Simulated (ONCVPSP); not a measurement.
# Pseudopotential generation for Nd: ONCV, PBEsol

Task: generate the file, and judge it by its errors in other configurations, its logarithmic derivatives, its ghosts and its cutoff.

The numbers are computed with ONCVPSP 4.0.1.1 (patched build) (PBEsol, scalar-relativistic, spin-unpolarised reference atom).

**1. The design**

The settings as typed:

| Quantity | Value |
| --- | --- |
| element | neodymium (Nd, Z = 60) |
| type | optimised norm-conserving Vanderbilt (ONCV) |
| frozen core | [Kr] 4d10 |
| valence charge | 14 |
| reference configuration | 4f3.5 5s2 5p6 5d0.5 6s2 |
| partial waves | 5s+6s: rc 2.80 bohr, ncon 3, nbas 6, qcut 5 1/bohr, 2 projectors; 5p: rc 1.65 bohr, ncon 4, nbas 7, qcut 4.5 1/bohr, 1 projector; 5d: rc 3.75 bohr, ncon 4, nbas 8, qcut 4.2 1/bohr, 3 projectors, debl 2 Ha; 4f: rc 0.80 bohr, ncon 4, nbas 8, qcut 14.6 1/bohr, 1 projector |
| local potential | polynomial inside 0.60 bohr (lpopt 5, dvloc0 3 Ha) |
| core correction | Teter function fitted to the true core (icmod 2), fcfact 0.2 |

An earlier all-electron run gives the scale for the radii.

All-electron outer shells of the reference configuration (PBEsol, scalar-relativistic, ld1.x):

```
shell  level (eV)  outermost node (bohr)  outermost maximum (bohr)
   4d     -119.61                   0.29                      0.62
   5s      -42.07                   0.72                      1.31
   5p      -23.37                   0.77                      1.48
   4f       -4.20                      –                      0.66
   6s       -3.72                   1.75                      3.69
   5d       -2.43                   0.88                      2.16
   6p       -1.28                   2.10                      4.86
```

**2. Generation**

File Nd.dat:

```
# ATOM AND REFERENCE CONFIGURATION
# atsym  z   nc   nv     iexc    psfile
  Nd 60.00    9    5  -116133      upf
#
#   n    l    f
    1    0    2.00
    2    0    2.00
    2    1    6.00
    3    0    2.00
    3    1    6.00
    3    2   10.00
    4    0    2.00
    4    1    6.00
    4    2   10.00
    4    3    3.50
    5    0    2.00
    5    1    6.00
    5    2    0.50
    6    0    2.00
#
# PSEUDOPOTENTIAL AND OPTIMIZATION
# lmax
    3
#
#   l,   rc,      ep,       ncon, nbas, qcut
    0    2.80    0.00    3    6    5.00
    1    1.65    0.00    4    7    4.50
    2    3.75    0.00    4    8    4.20
    3    0.80    0.00    4    8   14.60
#
# LOCAL POTENTIAL
# lloc, lpopt,  rc(5),   dvloc0
    4    5    0.60    3.00
#
# VANDERBILT-KLEINMAN-BYLANDER PROJECTORs
# l, nproj, debl
    0    2    3.70
    1    1    0.70
    2    3    2.00
    3    1    2.80
#
# MODEL CORE CHARGE
# icmod, fcfact, rcfact
    2    0.20    1.05
#
# LOG DERIVATIVE ANALYSIS
# epsh1, epsh2, depsh
   -3.00    5.00    0.02
#
# OUTPUT GRID
# rlmax, drl
    6.00    0.01
#
# TEST CONFIGURATIONS
# ncnf
    4
# nvcnf
#   n    l    f
    5
    4    3    4.00
    5    0    2.00
    5    1    6.00
    5    2    0.00
    6    0    2.00
#
    5
    4    3    4.00
    5    0    2.00
    5    1    6.00
    5    2    0.00
    6    0    1.00
#
    5
    4    3    4.00
    5    0    2.00
    5    1    6.00
    5    2    0.00
    6    0    0.00
#
    5
    4    3    3.00
    5    0    2.00
    5    1    6.00
    5    2    1.00
    6    0    1.00
#
```

On the command line:

```bash
$ oncvpsp.x < Nd.dat > Nd.out
```

**Question.** What will these runs give? Wanted: cutoffs for 1 and 0.1 mHa per electron, occupied waves; bound ghosts; GHOST(+) flags; largest phase difference near zero energy, channels read; rms error of d²Exc/dn², without and with the model core.

**Answer**, as computed:

| quantity | value |
| --- | --- |
| cutoffs for 1 and 0.1 mHa per electron, occupied waves | 396 Ha and 461 Ha |
| bound ghosts | s at -742.86 eV, s at -7.16 eV, p at -466.29 eV, d at -2230.72 eV |
| GHOST(+) flags | d at 136 eV |
| largest phase difference near zero energy, channels read | 3.138 rad |
| rms error of d²Exc/dn², without and with the model core | 9.28 and 3.31 mHa |

**Reading.** A bound ghost (s, p, d) makes it unfit for use: electrons can fall into a state that the atom doesn't have. It counts as very hard, with 396 Ha needed at the looser tolerance. At the looser tolerance the 4f wave is the slowest; 5p needs 41 Ha. Of the channels read, s scatters worst near zero energy, by up to 3.14 rad. A step near π is an extra or missing state, not a misfit of shape. The pseudo curves have a pole with no partner nearby in the atom's: s at -0.27 Ha. The program also flags highly localised states, GHOST(+) (d).
